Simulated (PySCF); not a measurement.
**F3HOSi: fields and orbitals**

Aim: take F3HOSi and analyse its density (charges, bond critical points, surface potential), see where an electron leaves and enters and measure its response to a uniform field.

Program: PySCF 2.14.0. Level of theory: levels as typed in each script, gas phase, geometry from GFN2-xTB. These are calculated values, not measurements.

### 1 The starting structure

SMILES `O[Si](F)(F)F`, 6 atoms, charge 0, spin multiplicity 1.

Bond lengths: O1–Si2 1.588 Å, O1–H6 0.954 Å, Si2–F3 1.571 Å, Si2–F4 1.581 Å, Si2–F5 1.581 Å. Angles: Si2–O1–H6 124.8°, O1–Si2–F3 107.7°, O1–Si2–F4 113.7°, O1–Si2–F5 113.7°, F3–Si2–F4 108.1°, F3–Si2–F5 108.1°, F4–Si2–F5 105.3°.

Coordinates:

| atom | x (Å) | y (Å) | z (Å) |
| --- | --- | --- | --- |
| O1 | -1.6054 | -0.0359 | 0.0015 |
| Si2 | -0.0179 | 0.0051 | 0.0000 |
| F3 | 0.4220 | 1.5127 | -0.0033 |
| F4 | 0.6336 | -0.7007 | -1.2554 |
| F5 | 0.6360 | -0.6956 | 1.2570 |
| H6 | -2.1300 | -0.8323 | 0.0023 |

### 2 Density, bond paths and surface potential (wB97X/def2-tzvp)

Input file input.py:

```python
import numpy as np
from pyscf import gto, scf, dft
from pyscf.scf import atom_ks, atom_hf
from scipy.linalg import block_diag

def solve(mol, dm0=None, hcore=None):
    mf = (dft.UKS if mol.spin else dft.RKS)(mol, xc='wb97x')
    mf.grids.level = 3
    mf = mf.density_fit(auxbasis='def2-universal-jkfit')
    mf.conv_tol, mf.max_cycle = 1e-8, 80
    if hcore is not None:
        mf.get_hcore = lambda *args: hcore
    mf.kernel(dm0)
    if not mf.converged:
        mf = mf.newton().run(mf.mo_coeff, mf.mo_occ, max_cycle=30)
    assert mf.converged, 'SCF not converged'
    return mf

mol = gto.M(atom='''
O     -1.60543    -0.03586     0.00150
Si    -0.01790     0.00506     0.00004
F      0.42197     1.51274    -0.00329
F      0.63359    -0.70068    -1.25537
F      0.63600    -0.69559     1.25702
H     -2.12996    -0.83229     0.00233
''', basis='def2-tzvp', charge=0, spin=0, verbose=4)
mf = solve(mol)
mf.analyze()
# spherically averaged free atoms, for the promolecule
atm = atom_ks.get_atm_nrks(mol, xc='wb97x')
pro = block_diag(*[(atm[a[0]][2] * atm[a[0]][3]) @ atm[a[0]][2].T for a in mol._atom])
np.savez('result.npz', e=mf.e_tot, c=mf.mo_coeff, occ=mf.mo_occ, eps=mf.mo_energy, pro=pro, dip=mf.dip_moment(verbose=0), s2=mf.spin_square()[0])
```

The run is started by

```bash
> OMP_NUM_THREADS=1 python input.py
```

### 4 Removing and adding an electron (wB97X/def2-tzvp)

Input file input.py:

```python
import numpy as np
from pyscf import gto, scf, dft
from pyscf.scf import atom_ks, atom_hf
from scipy.linalg import block_diag

def solve(mol, dm0=None, hcore=None):
    mf = (dft.UKS if mol.spin else dft.RKS)(mol, xc='wb97x')
    mf.grids.level = 3
    mf = mf.density_fit(auxbasis='def2-universal-jkfit')
    mf.conv_tol, mf.max_cycle = 1e-8, 80
    if hcore is not None:
        mf.get_hcore = lambda *args: hcore
    mf.kernel(dm0)
    if not mf.converged:
        mf = mf.newton().run(mf.mo_coeff, mf.mo_occ, max_cycle=30)
    assert mf.converged, 'SCF not converged'
    return mf

mol = gto.M(atom='''
O     -1.60543    -0.03586     0.00150
Si    -0.01790     0.00506     0.00004
F      0.42197     1.51274    -0.00329
F      0.63359    -0.70068    -1.25537
F      0.63600    -0.69559     1.25702
H     -2.12996    -0.83229     0.00233
''', basis='def2-tzvp', charge=0, spin=0, verbose=4)
mf = solve(mol)
out = dict(e0=mf.e_tot, dm0=mf.make_rdm1(), c=mf.mo_coeff, occ=mf.mo_occ, eps=mf.mo_energy)
for name, dq, spin in [('cation', 1, 1)]:
    ion = mol.copy().set(charge=mol.charge + dq, spin=spin).build()
    mi = solve(ion)
    if spin and dq > 0 and mol.nao < 130:
        c, _, stable, _ = mi.stability(return_status=True)
        if not stable:
            mi = solve(ion, mi.make_rdm1(c, mi.mo_occ))
    print(name, 'vertical energy change / eV', (mi.e_tot - mf.e_tot) * 27.211386)
    out.update({'e_' + name: mi.e_tot, 'dm_' + name: mi.make_rdm1(), 's2_' + name: mi.spin_square()[0], 'eps_' + name: mi.mo_energy, 'occ_' + name: mi.mo_occ})
# spherically averaged free atoms, for the promolecule
atm = atom_ks.get_atm_nrks(mol, xc='wb97x')
pro = block_diag(*[(atm[a[0]][2] * atm[a[0]][3]) @ atm[a[0]][2].T for a in mol._atom])
np.savez('result.npz', pro=pro, **out)
```

### 6 Response to an electric field (wB97X/def2-tzvp)

Input file input.py:

```python
import numpy as np
from pyscf import gto, scf, dft
from pyscf.scf import atom_ks, atom_hf
from scipy.linalg import block_diag

def solve(mol, dm0=None, hcore=None):
    mf = (dft.UKS if mol.spin else dft.RKS)(mol, xc='wb97x')
    mf.grids.level = 3
    mf = mf.density_fit(auxbasis='def2-universal-jkfit')
    mf.conv_tol, mf.max_cycle = 1e-8, 80
    if hcore is not None:
        mf.get_hcore = lambda *args: hcore
    mf.kernel(dm0)
    if not mf.converged:
        mf = mf.newton().run(mf.mo_coeff, mf.mo_occ, max_cycle=30)
    assert mf.converged, 'SCF not converged'
    return mf

mol = gto.M(atom='''
O     -1.60543    -0.03586     0.00150
Si    -0.01790     0.00506     0.00004
F      0.42197     1.51274    -0.00329
F      0.63359    -0.70068    -1.25537
F      0.63600    -0.69559     1.25702
H     -2.12996    -0.83229     0.00233
''', basis='def2-tzvp', charge=0, spin=0, verbose=4)
field = np.array([0.004, 0.0, 0.0])  # atomic units
mol.set_common_orig(mol.atom_charges() @ mol.atom_coords() / mol.atom_charges().sum())
mf = solve(mol)
out = dict(dm0=mf.make_rdm1(), d0=mf.dip_moment(unit='AU'), e0=mf.e_tot)
for name, sign in (('p', 1), ('m', -1)):
    h = mf.get_hcore() + sign * np.einsum('x,xij->ij', field, mol.intor('int1e_r'))
    mi = solve(mol, mf.make_rdm1(), h)
    out.update({'dm' + name: mi.make_rdm1(), 'd' + name: mi.dip_moment(unit='AU'), 'e' + name: mi.e_tot})
# spherically averaged free atoms, for the promolecule
atm = atom_ks.get_atm_nrks(mol, xc='wb97x')
pro = block_diag(*[(atm[a[0]][2] * atm[a[0]][3]) @ atm[a[0]][2].T for a in mol._atom])
np.savez('result.npz', pro=pro, **out)
```

(Steps that only read results are left out.)

Q: Predict the outcome of this session. Wanted: dipole moment; HOMO, LUMO; vertical ionisation energy; polarisability along the field.

As calculated:

| quantity | value |
| --- | --- |
| dipole moment (wB97X/def2-tzvp) | 2.46 D |
| HOMO, LUMO (wB97X/def2-tzvp) | -13.42, 2.34 eV |
| vertical ionisation energy (wB97X/def2-tzvp) | 13.91 eV |
| polarisability along the field (wB97X/def2-tzvp) | 25.0 bohr³ |

In words: At wB97X/def2-tzvp: The highest Hirshfeld charge is on Si2 (+0.65 e), the lowest on O1 (−0.30 e). The ionisation energy from two SCF runs, 13.91 eV, lies 0.5 eV above −ε(HOMO) = 13.42 eV of the same level, wB97X/def2-tzvp. The geometry was not optimised at these levels.
